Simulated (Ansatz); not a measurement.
Fe4Si, 5 atoms in the cell. Symmetry: Fmmm, No. 69, orthorhombic system. The conventional cell has a = 3.044 Å, b = 4.055 Å, c = 18.933 Å, α = 90.00°, β = 90.00°, γ = 90.00°. Fe (site symmetry mm2) is surrounded by 2 Si at 2.34 Å and 6 Fe at 2.49 to 2.54 Å. Around Fe (site symmetry mm2) lie 12 Fe at 2.49 to 2.83 Å. Si (site symmetry mmm) is surrounded by 4 Fe at 2.34 Å and 4 Si at 2.54 Å. The cell comes from a database or a generator and needn't be the stable form of this composition.

* Program: Ansatz 0.2.0
* Task: single point
* Functional: PBEsol
* Potentials or basis: JTH PAW
* Cutoff: 1320 eV (not typed: the program's choice for these potentials)
* k mesh: 11 × 11 × 11
* Occupations: fermi-dirac, width 0.05 eV
* Spin: collinear spin, ferromagnetic start
* Starting moments: [3.0, 3.0, 3.0, 3.0, 0.0] μB

Potentials or basis: JTH PAW.

The run is started by

```sh
$ ansatz run input.yaml --threads 2 --pin off --max-ram 5632MiB --backend cpu --events-out ev --progress --plain --runs-dir out
```

Hardware: 2 threads of AMD EPYC 7R43 64-Core Processor (Zen 3) (shared host).

Question: Estimate the wall time of this run.

Answer: It took 2.9 min on 2 threads of AMD EPYC 7R43 64-Core Processor (Zen 3) (shared host), peak memory 3.6 GiB. Counts: scf iterations 12, plane waves 6353, k points 216, bands 48.
